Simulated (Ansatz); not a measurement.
# CH₄S₂Si: how energies converge with the basis set

An exercise on one series of results from a longer session: the logs are not shown, and one member is left open.

The runs use Ansatz 0.2.0, Gaussian basis; one geometry, several basis sets.

The runs, in order: PBE0-D4/def2-SVP; ωB97M-V/def2-SVP; PBE0-D4/def2-QZVPP; ωB97M-V/def2-QZVPP; the functionals' def2-TZVPP values are taken from earlier runs.

### Structure used throughout

All runs share one geometry, relaxed beforehand with PBE0-D4 in a triple-zeta def2 set.

SMILES `C1[SiH2]SS1`, 8 atoms, charge 0, spin multiplicity 1.

Atoms are counted from 1 here; the program's logs count them from 0.

Bond lengths: C1–Si2 1.875 Å, C1–S4 1.829 Å, C1–H5 1.090 Å, C1–H6 1.091 Å, Si2–S3 2.141 Å, Si2–H7 1.486 Å, Si2–H8 1.485 Å, S3–S4 2.118 Å. Angles: Si2–C1–S4 91.6°, Si2–C1–H5 116.7°, Si2–C1–H6 115.1°, S4–C1–H5 110.5°, S4–C1–H6 110.7°, H5–C1–H6 110.7°, C1–Si2–S3 89.4°, C1–Si2–H7 118.9°, C1–Si2–H8 110.6°, S3–Si2–H7 114.0°, S3–Si2–H8 112.7°, H7–Si2–H8 109.9°, Si2–S3–S4 77.1°, C1–S4–S3 91.4°.

The first run:

The input, in.yaml:

```yaml
crystal:
  periodic: [false, false, false]
  atoms:
    - {symbol: C, position_ang: [-0.513568, 0.770941, -0.338988]}
    - {symbol: Si, position_ang: [0.283573, -0.571450, 0.699506]}
    - {symbol: S, position_ang: [1.684464, -0.929757, -0.879208]}
    - {symbol: S, position_ang: [0.062144, -0.013836, -1.887464]}
    - {symbol: H, position_ang: [-1.602032, 0.823689, -0.319383]}
    - {symbol: H, position_ang: [-0.077891, 1.764774, -0.224590]}
    - {symbol: H, position_ang: [0.911988, -0.198744, 1.993967]}
    - {symbol: H, position_ang: [-0.656577, -1.702716, 0.900460]}
basis:
  gaussian: {orbitals: def2-SVP}
hamiltonian: {xc: pbe0, dispersion: d4}
output: {orbitals: {seedname: orbitals}}
```

On the command line:

```bash
$ ansatz run in.yaml --threads 2 --pin off --events-out ev --progress --plain --max-ram 4352MiB
```

Among the steps run: PBE0-D4 in def2-SVP; ωB97M-V in def2-SVP; PBE0-D4 in def2-QZVPP; ωB97M-V in def2-QZVPP.

One of the session's tables, all rows but one given; the rest of the session is left out.

It belongs to the step «Density functionals: the series». 

| functional | basis | HOMO (eV) |
| --- | --- | --- |
| PBE0-D4 | def2-SVP | -6.09 |
| PBE0-D4 | def2-TZVPP | ? |
| PBE0-D4 | def2-QZVPP | -6.18 |
| ωB97M-V | def2-SVP | -8.20 |
| ωB97M-V | def2-TZVPP | -8.28 |
| ωB97M-V | def2-QZVPP | -8.32 |

**Question.** Estimate the row for PBE0-D4, def2-TZVPP.

The run gave: HOMO (eV): -6.14. In the column «HOMO (eV)» it lies between PBE0-D4, def2-QZVPP (-6.18) and PBE0-D4, def2-SVP (-6.09).
